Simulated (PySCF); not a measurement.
# C2H3BrF2: excited states, first hyperpolarisability

Aim: compute the excited states, first hyperpolarisability of C2H3BrF2 (`FC(F)CBr`).

Computed with PySCF 2.14.0 and routines of our own; the level stands in each step. Atoms count from 0.

## 1. The starting structure

8 atoms, charge 0, multiplicity 1; geometry from: GFN2-xTB.

## 2. Optimising the geometry at PBE0-D3(BJ)/def2-TZVP

Job settings and geometry (Å):

```
{"job": {"xc": "PBE0", "basis": "def2-TZVP", "d3": "d3bj", "grid": 2, "kind": "geom"}, "charge": 0, "multiplicity": 1}
F      1.207467    -1.350413    -0.133057
C      0.763478    -0.083549     0.051183
F      1.340856     0.664708    -0.910894
C     -0.750721    -0.062309    -0.072682
Br    -1.462129     1.599353     0.619509
H      1.131011     0.267444     1.027811
H     -1.175609    -0.877218     0.512218
H     -1.045296    -0.148603    -1.118655
```

On the command line:

```
$ OMP_NUM_THREADS=1 python excited_run.py task.json out
```

The driver reads the jobs from task.json and runs them one after another.

What it wrote:

```text
step   0  E = -2851.40397482  max force = 0.005481
step   1  E = -2851.40361280  max force = 0.012769
step   2  E = -2851.40440321  max force = 0.003234
step   3  E = -2851.40453862  max force = 0.000983
step   4  E = -2851.40455788  max force = 0.000302
step   5  E = -2851.40457492  max force = 0.000638
step   6  E = -2851.40458452  max force = 0.000641
step   7  E = -2851.40458734  max force = 0.000322
optimisation converged
```

Run time: 1.8 min. Hardware: 1 thread of Intel Xeon Platinum 8259CL at 2.50GHz, shared host; peak memory 0.8 GiB.

Relaxation path: (the energy doesn't fall at every step)

```csv
step,energy from step 0 (eV),largest force component (eV/Å)
0,0.0000,0.2818
1,0.0099,0.6566
2,-0.0117,0.1663
3,-0.0153,0.0505
4,-0.0159,0.0155
5,-0.0163,0.0328
6,-0.0166,0.0330
7,-0.0167,0.0166
```

Close pairs (by a distance rule), those that changed most:

| bond | before (Å) | after (Å) | change (Å) |
| --- | --- | --- | --- |
| C1–C3 | 1.519 | 1.506 | -0.013 |
| C1–H5 | 1.101 | 1.094 | -0.007 |
| C3–Br4 | 1.936 | 1.929 | -0.007 |
| F0–C1 | 1.355 | 1.359 | +0.004 |
| C1–F2 | 1.349 | 1.351 | +0.002 |
| C3–H6 | 1.089 | 1.087 | -0.002 |
| C3–H7 | 1.090 | 1.088 | -0.002 |

The next job starts from the end point, and lists it.

```csv
at the end point,value
point group (found at 0.08 Å tolerance),C1
"rotational constants (GHz, main isotopes)","8.998, 1.391, 1.253"
dipole moment (D),1.44
```

## 3. Excited states: TDA CAM-B3LYP/def2-TZVPD

Job settings and geometry (Å):

```
{"job": {"kind": "states", "xc": "CAM-B3LYP", "basis": "def2-TZVPD", "tda": true, "soc": true, "nstates": 6, "ntriplets": 5, "nquad": 4}, "charge": 0, "multiplicity": 1}
F      0.243576    -0.197109     1.770404
C     -0.241469     0.356866     0.627728
F      0.228329     1.621511     0.561333
C      0.259378    -0.461378    -0.533475
Br    -0.525239     0.142864    -2.188302
H     -1.332355     0.395686     0.695896
H     -0.020449    -1.503495    -0.398769
H      1.340330    -0.365937    -0.615421
```

Level: TDA CAM-B3LYP/def2-TZVPD excited states, vertical, gas phase, spin-orbit mean-field couplings.

What it wrote:

```text
coarse grid: 35712 points
cycle   1  E = -2851.9176436220  dE = -4.155e-01  |g| = 8.055e-01  |ddm| = 2.480e+00
cycle   2  E = -2851.8648179709  dE =  5.283e-02  |g| = 1.037e+00  |ddm| = 1.167e+00
cycle   3  E = -2852.0214649125  dE = -1.566e-01  |g| = 7.803e-02  |ddm| = 5.255e-01
cycle   4  E = -2852.0220904872  dE = -6.256e-04  |g| = 2.024e-02  |ddm| = 7.456e-02
cycle   5  E = -2852.0221513282  dE = -6.084e-05  |g| = 4.246e-03  |ddm| = 2.301e-02
cycle   6  E = -2852.0221558977  dE = -4.570e-06  |g| = 1.137e-03  |ddm| = 5.535e-03
final grid: 74816 points
cycle   7  E = -2852.0221752505  dE = -1.605e-07  |g| = 1.062e-03  |ddm| = 3.281e-03
cycle   8  E = -2852.0221752247  dE =  2.582e-08  |g| = 1.168e-03  |ddm| = 1.705e-03
cycle   9  E = -2852.0221755173  dE = -2.925e-07  |g| = 6.506e-05  |ddm| = 8.775e-04
cycle  10  E = -2852.0221755184  dE = -1.110e-09  |g| = 2.238e-05  |ddm| = 9.668e-05
cycle  11  E = -2852.0221755186  dE = -1.983e-10  |g| = 1.069e-05  |ddm| = 4.891e-05
converged SCF energy = -2852.0221755186

Singlet excitations
state   eV       nm        f     d(h-e)  d(exc)  Lambda  PR(NTO)  |dmu|/D   mu/D   main configurations
  1   6.2698   197.7   0.00071   0.328   2.500   0.458   1.013    0.470    1.601   H->L 0.85, H->L+4 0.13
  2   6.3662   194.8   0.00079   0.328   2.524   0.466   1.013    0.432    1.463   H-1->L 0.86, H-1->L+4 0.12
  3   7.6413   162.3   0.05418   0.803   3.426   0.295   1.010    3.474    2.129   H->L+1 0.89
  4   7.7579   159.8   0.07419   0.832   3.456   0.297   1.007    3.689    2.366   H-1->L+1 0.90
  5   8.2986   149.4   0.00675   0.687   3.961   0.194   1.023                     H->L+2 0.92
  6   8.3935   147.7   0.02136   0.643   3.957   0.263   1.174                     H-1->L+2 0.85

Triplet excitations (Tamm-Dancoff)
state   eV     d(h-e)  d(exc)  Lambda  PR(NTO)   main configurations
  1   5.5359   0.411   2.361   0.452   1.004   H->L 0.80, H->L+4 0.17
  2   5.6414   0.398   2.369   0.461   1.005   H-1->L 0.79, H-1->L+4 0.17
  3   7.4596   0.703   3.308   0.295   1.012   H->L+1 0.86
  4   7.5836   0.658   3.334   0.298   1.013   H-1->L+1 0.86
  5   7.8108   0.208   2.434   0.524   1.027   H-3->L 0.55, H-2->L 0.17, H-3->L+4 0.15
S1 - T1 = 0.7340 eV

Spin-orbit couplings |<S|Hso|T>| (cm-1)
             T1       T2       T3       T4       T5
S0      967.396  963.580   91.160  126.015   25.933
S1       70.791 1104.580   21.691   33.801  844.375
S2     1102.278   71.305   30.681   30.580  838.367
S3       46.499   24.973   70.734 1095.169   26.845
S4       22.074   36.570 1097.306   69.319   25.007
S5      158.368    8.224   29.235   12.943   14.670
S6       40.342  169.049   10.269   60.906   24.683
T1 sublevels (cm-1): 0.000 115.803 612.654   radiative rates (1/s): 188 1.25e+05 2.26e+04
```

Wall time 51 s (1 thread of Intel Xeon Platinum 8259CL at 2.50GHz, shared host); peak memory 0.94 GiB.

Key values:

```csv
quantity,value
S1 less T1,0.73 eV
```

The fields below are evaluated on a grid from the run's orbitals.

Frontier orbitals at CAM-B3LYP/def2-TZVPD, with the share of their density that lies nearest to each atom:

```
orbital  energy (eV)                     lies on
   HOMO        -9.80                    Br4 89 %
   LUMO         0.28  Br4 49 %; C3 18 %; H6 10 %
```

ELF in a plane through or near 4 of the atoms.

Values, 10 rows by 14 columns:
```
0.00 0.00 0.00 0.00 0.01 0.00 0.00 0.00 0.00 0.00 0.00 0.00 0.00 0.00
0.00 0.00 0.01 0.12 0.34 0.38 0.08 0.00 0.00 0.00 0.00 0.00 0.00 0.00
0.00 0.05 0.26 0.64 0.80 0.87 0.36 0.01 0.03 0.04 0.01 0.00 0.00 0.00
0.01 0.31 0.71 0.22 0.57 0.63 0.22 0.03 0.15 0.12 0.03 0.00 0.00 0.00
0.01 0.49 0.85 0.53 0.32 0.67 0.38 0.42 0.40 0.27 0.02 0.00 0.00 0.00
0.00 0.17 0.54 0.51 0.37 0.45 0.23 0.95 0.34 0.71 0.58 0.17 0.01 0.00
0.00 0.00 0.03 0.02 0.13 0.77 0.62 0.19 0.65 0.35 0.84 0.27 0.01 0.00
0.00 0.00 0.00 0.00 0.07 0.43 0.28 0.01 0.45 0.65 0.31 0.03 0.00 0.00
0.00 0.00 0.00 0.00 0.00 0.02 0.01 0.00 0.03 0.05 0.01 0.00 0.00 0.00
0.00 0.00 0.00 0.00 0.00 0.00 0.00 0.00 0.00 0.00 0.00 0.00 0.00 0.00
```
The map spans 9.1 Å across and 7.5 Å up, centred on the molecule. Atoms in the plane (x, y in Å): F0 (1.6, -0.9), C1 (0.7, 0.2), C3 (-0.7, -0.3), Br4 (-1.9, 1.1).

On the surface of density 0.002 e/bohr³ the electrostatic potential runs, from the 1st to the 99th percentile, from -0.66 V near F2 to 1.48 V near H6.

## 4. Excited states: TDDFT CAM-B3LYP/aug-cc-pVTZ

Settings changed since step 3:

```diff
@@ -1,2 +1,2 @@
-{"job": {"kind": "states", "xc": "CAM-B3LYP", "basis": "def2-TZVPD", "tda": true, "soc": true, "nstates": 6, "ntriplets": 5, "nquad": 4}, "charge": 0, "multiplicity": 1}
+{"job": {"kind": "states", "xc": "CAM-B3LYP", "basis": "aug-cc-pVTZ", "tpa": true, "nstates": 8, "nquad": 6, "ntriplets": 0}, "charge": 0, "multiplicity": 1}
 F      0.243576    -0.197109     1.770404
```

With the program's defaults for keys left out, this is: TDDFT CAM-B3LYP/aug-cc-pVTZ excited states, vertical, gas phase, two-photon moments by quadratic response.

What it wrote:

```text
coarse grid: 35712 points
cycle   1  E = -2851.9567503973  dE = -4.078e-01  |g| = 7.810e-01  |ddm| = 5.898e+00
cycle   2  E = -2851.9045146910  dE =  5.224e-02  |g| = 1.027e+00  |ddm| = 1.901e+00
cycle   3  E = -2852.0581697243  dE = -1.537e-01  |g| = 6.293e-02  |ddm| = 1.025e+00
cycle   4  E = -2852.0586446609  dE = -4.749e-04  |g| = 1.881e-02  |ddm| = 1.204e-01
cycle   5  E = -2852.0587054960  dE = -6.084e-05  |g| = 4.654e-03  |ddm| = 3.486e-02
cycle   6  E = -2852.0587108847  dE = -5.389e-06  |g| = 1.006e-03  |ddm| = 9.663e-03
final grid: 74816 points
cycle   7  E = -2852.0586634561  dE = -1.907e-07  |g| = 8.430e-04  |ddm| = 5.240e-03
cycle   8  E = -2852.0586634628  dE = -6.796e-09  |g| = 8.624e-04  |ddm| = 2.383e-03
cycle   9  E = -2852.0586636255  dE = -1.627e-07  |g| = 7.090e-05  |ddm| = 1.244e-03
cycle  10  E = -2852.0586636266  dE = -1.114e-09  |g| = 2.221e-05  |ddm| = 1.179e-04
cycle  11  E = -2852.0586636268  dE = -2.046e-10  |g| = 5.337e-06  |ddm| = 7.333e-05
converged SCF energy = -2852.0586636268

Singlet excitations
state   eV       nm        f     d(h-e)  d(exc)  Lambda  PR(NTO)  |dmu|/D   mu/D   delta(TPA)   sigma/GM   main configurations
  1   6.2051   199.8   0.00117   0.340   2.512   0.362   1.018    0.575    1.618        2.14      0.030   H->L 0.43, H->L+1 0.39, H->L+4 0.11
  2   6.3018   196.7   0.00120   0.340   2.535   0.370   1.019    0.537    1.478        4.16      0.061   H-1->L 0.44, H-1->L+1 0.39, H-1->L+4 0.10
  3   7.4034   167.5   0.04278   0.945   3.783   0.360   1.008    3.692    2.232       27.96      0.561   H->L+1 0.51, H->L 0.35
  4   7.5176   164.9   0.05763   0.930   3.809   0.370   1.007    3.679    2.211       23.43      0.485   H-1->L+1 0.52, H-1->L 0.34
  5   8.1451   152.2   0.00659   1.461   4.483   0.144   1.015    4.650    4.805       52.32      1.272   H->L+2 0.84
  6   8.2238   150.8   0.01618   1.449   4.490   0.186   1.044    4.700    4.868      125.46      3.109   H-1->L+2 0.84
  7   8.4182   147.3   0.03202   1.167   4.459   0.194   1.035                                            H->L+3 0.71
  8   8.5225   145.5   0.01511   1.018   4.480   0.167   1.025                                            H-1->L+3 0.75
```

It took 74 s on 1 thread of Intel Xeon Platinum 8259CL at 2.50GHz, shared host; peak memory 1.2 GiB.

## 5. First hyperpolarisability: quadratic response CAM-B3LYP/aug-cc-pVTZ

Settings changed since step 4:

```diff
@@ -1,2 +1,2 @@
-{"job": {"kind": "states", "xc": "CAM-B3LYP", "basis": "aug-cc-pVTZ", "tpa": true, "nstates": 8, "nquad": 6, "ntriplets": 0}, "charge": 0, "multiplicity": 1}
+{"job": {"kind": "beta", "xc": "CAM-B3LYP", "basis": "aug-cc-pVTZ"}, "charge": 0, "multiplicity": 1}
 F      0.243576    -0.197109     1.770404
```

Level: quadratic response CAM-B3LYP/aug-cc-pVTZ first hyperpolarisability, Taylor convention, gas phase.

What it wrote:

```text
coarse grid: 35712 points
cycle   1  E = -2851.9567503973  dE = -4.078e-01  |g| = 7.810e-01  |ddm| = 5.898e+00
cycle   2  E = -2851.9045146910  dE =  5.224e-02  |g| = 1.027e+00  |ddm| = 1.901e+00
cycle   3  E = -2852.0581697243  dE = -1.537e-01  |g| = 6.293e-02  |ddm| = 1.025e+00
cycle   4  E = -2852.0586446609  dE = -4.749e-04  |g| = 1.881e-02  |ddm| = 1.204e-01
cycle   5  E = -2852.0587054960  dE = -6.084e-05  |g| = 4.654e-03  |ddm| = 3.486e-02
cycle   6  E = -2852.0587108847  dE = -5.389e-06  |g| = 1.006e-03  |ddm| = 9.663e-03
final grid: 74816 points
cycle   7  E = -2852.0586634561  dE = -1.907e-07  |g| = 8.430e-04  |ddm| = 5.240e-03
cycle   8  E = -2852.0586634628  dE = -6.796e-09  |g| = 8.624e-04  |ddm| = 2.383e-03
cycle   9  E = -2852.0586636255  dE = -1.627e-07  |g| = 7.090e-05  |ddm| = 1.244e-03
cycle  10  E = -2852.0586636266  dE = -1.114e-09  |g| = 2.221e-05  |ddm| = 1.179e-04
cycle  11  E = -2852.0586636268  dE = -2.046e-10  |g| = 5.337e-06  |ddm| = 7.333e-05
converged SCF energy = -2852.0586636268

Lowest singlets (eV, f): 6.2051 0.0012  6.3018 0.0012  7.4034 0.0428

First hyperpolarisability (au)
process     nm      |vector|   parallel      HRS      DR
static         -      186.98     -35.58      68.78   8.581
shg       1907.0      192.51     -36.44      70.85   8.518
eope      1907.0      188.79     -35.87          -       -
shg       1064.0      205.81     -38.51      75.84   8.385
eope      1064.0      192.91     -36.51          -       -
```

It took 61 s on 1 thread of Intel Xeon Platinum 8259CL at 2.50GHz, shared host; peak memory 1.2 GiB.

## 6. What came out

| quantity | value |
| --- | --- |
| point group | C1 |
| rotational constants (main isotopes) | 9.00, 1.39, 1.25 GHz |
| S1 less T1 (step 3, TDA CAM-B3LYP/def2-TZVPD) | 0.73 eV |
| surface potential, 1st and 99th percentile | -0.66 V and 1.48 V |
| β vector (step 5, quadratic response CAM-B3LYP/aug-cc-pVTZ) | static 187, SHG 1907.0 nm 193, SHG 1064.0 nm 206 au |

What this shows: Over 7 steps the energy fell by 0.017 eV; of the close pairs, C1–C3 changed most, 1.519 to 1.506 Å. Scalar relativity is left out for the heavy atoms. In step 3 the lowest triplet is strongly mixed with the next, so its label is unsure. In step 3, the number of triplets below S1 is 2, and the largest singlet-triplet spin-orbit coupling is S1–T2, 1104.58 cm⁻¹. Steps that list no spin-orbit terms leave them out, which matters at and beside the heavy atoms. β grows from 187 au (static) to 206 au for doubling at 1064.0 nm: normal dispersion, which grows as twice the photon energy moves toward the bright states.
